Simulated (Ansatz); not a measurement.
# Ta: the cost of one run

Method: DFT LDA, scalar-relativistic, plane waves, PAW, in Ansatz 0.2.0.

This is Ta in the hcp structure; at room conditions it is bcc.

### Step 1. Starting point

Symmetry: P6_3/mmc, No. 194, hexagonal system. Conventional cell: a = 2.900 Å, b = 2.900 Å, c = 5.166 Å, α = 90.00°, β = 90.00°, γ = 120.00°. Ta (site symmetry -6m2) has 12 Ta at 2.90 to 3.08 Å as nearest neighbours.

As a file:

```cif
data_structure
_symmetry_space_group_name_H-M 'P 1'
_symmetry_Int_Tables_number 1
_cell_length_a 2.9004
_cell_length_b 2.9004
_cell_length_c 5.1663
_cell_angle_alpha 90.000
_cell_angle_beta 90.000
_cell_angle_gamma 120.000
_cell_volume 37.64
loop_
_atom_site_label
_atom_site_type_symbol
_atom_site_fract_x
_atom_site_fract_y
_atom_site_fract_z
_atom_site_occupancy
Ta1 Ta 0.66667 0.33333 0.75000 1
Ta2 Ta 0.33333 0.66667 0.25000 1
```

It goes back to an entry of the Materials Project, which need not be the stable form.

The cell is taken as given, not relaxed at this level.

### Step 2. The undisturbed cell

Input file input.yaml:

```yaml
crystal:
  lattice:
    - [2.9003720726, 0.0, 0.0]
    - [-1.4501860363, 2.5117958953, 0.0]
    - [0.0, 0.0, 5.166274]
  atoms:
    - { symbol: Ta, position: [0.6666666667, 0.3333333333, 0.75] }
    - { symbol: Ta, position: [0.3333333333, 0.6666666667, 0.25] }
basis:
  ecutwfc: 420
kpoints:
  mp_grid: { grid: [18, 18, 10] }
hamiltonian:
  xc: lda
scf:
  occupations: { method: gaussian, width: 0.15 }
output:
  forces: true
  stress: true
  eigenvalues: true
```

Q: Estimate wall time and peak memory on 1 thread of an x86-64 CPU, shared host.

About 3.4 s, with a peak of 0.44 GiB.
